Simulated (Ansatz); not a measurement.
# CuHO: the cost of one run

Method: def2-TZVPP, core rule «outside noble gas», up to 10 orbitals frozen; program: Ansatz 0.2.0, Gaussian basis.

The runs, in order: UHF; ROHF; CCSD(T) on UHF.

2 further runs of the same task are left out: 2 set aside as unsound or not needed.

## 1. The system

The geometry is a PBE0/def2-TZVP stationary point (not a proven minimum).

3 atoms, charge 0, spin multiplicity 3.

Atoms are counted from 1 here; the program's logs count them from 0.

Bond lengths: Cu1–O2 1.785 Å, O2–H3 0.962 Å. Angles: Cu1–O2–H3 117.6°.

Coordinates:

```xyz
3
charge 0, multiplicity 3
Cu    0.0000    0.0151    0.3824
O     0.0000   -0.1051   -1.3989
H     0.0000    0.7154   -1.9009
```

## 2. UHF

The input, in.yaml:

```yaml
crystal:
  periodic: [false, false, false]
  atoms:
    - {symbol: Cu, position_ang: [0.000000, 0.015109, 0.382355]}
    - {symbol: O, position_ang: [0.000000, -0.105079, -1.398874]}
    - {symbol: H, position_ang: [0.000000, 0.715425, -1.900920]}
basis:
  gaussian: {orbitals: def2-TZVPP}
magnetization: {spin_polarized: true, initial_magnetization: 2}
hamiltonian: {xc: hf}
output: {orbitals: {seedname: orbitals}}
```

Started as:

```console
$ ansatz run in.yaml --threads 1 --pin off --events-out ev --progress --plain --max-ram 2560MiB --backend cpu
```

**Question.** How long does this run take on 1 thread of AMD EPYC 7R13, shared host, and how much memory does it need?

About 12 s, with a peak of 0.32 GiB.
